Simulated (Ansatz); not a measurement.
# GaSiS (doublet): from a generated start to a stationary point

Aim: relax a generated start of GaSiS (doublet) and see which bonds hold.

Method: UKS PBE0/def2-TZVP; program: Ansatz 0.2.0, Gaussian basis.

### 1 Starting geometry

3 atoms, charge 0, spin multiplicity 2.

Atoms are counted from 1 here; the program's logs count them from 0.

Bond lengths: Ga1–S2 2.235 Å, S2–Si3 2.192 Å. Angles: Ga1–S2–Si3 157.6°.

Geometry (Å):

```tsv
atom	x (Å)	y (Å)	z (Å)
Ga1	-1.4807	-0.1039	-0.0013
S2	0.7131	0.3230	0.0029
Si3	2.8617	-0.1110	-0.0002
```

The start was built by rule and, where that kept it together, relaxed with GFN2-xTB. Sticks and bond lists go by distance. No spin-orbit coupling is included. 

### 2 The run

in.yaml

```yaml
crystal:
  periodic: [false, false, false]
  atoms:
    - {symbol: Ga, position_ang: [-1.480719, -0.103873, -0.001256]}
    - {symbol: S, position_ang: [0.713145, 0.323046, 0.002876]}
    - {symbol: Si, position_ang: [2.861733, -0.110952, -0.000165]}
basis:
  gaussian: {orbitals: def2-TZVP}
magnetization: {spin_polarized: true, initial_magnetization: 1}
hamiltonian: {xc: pbe0}
relax: {f_tol: 0.004, max_steps: 80}
```

Command:

```
> ansatz run in.yaml --threads 1 --pin off --events-out ev --progress --plain --max-ram 2176MiB
```

**Question.** What will these runs give? Wanted: energy gained; shift from the start; total energy; dipole moment; ⟨S²⟩.

The runs gave:

| quantity | value |
| --- | --- |
| steps | 13 |
| energy gained | 0.833 eV |
| shift from the start (rms) | 0.931 Å |
| total energy | -71077.8591 eV |
| dipole moment | 1.13 D |
| ⟨S²⟩ | 0.760 |

In words: By distance, Ga1–Si3 formed. Ga1–Si3 went from 4.342 to 2.720 Å. No vibrations were run, so this is a stationary point, not a proven minimum, and this spin need not be the ground state's.
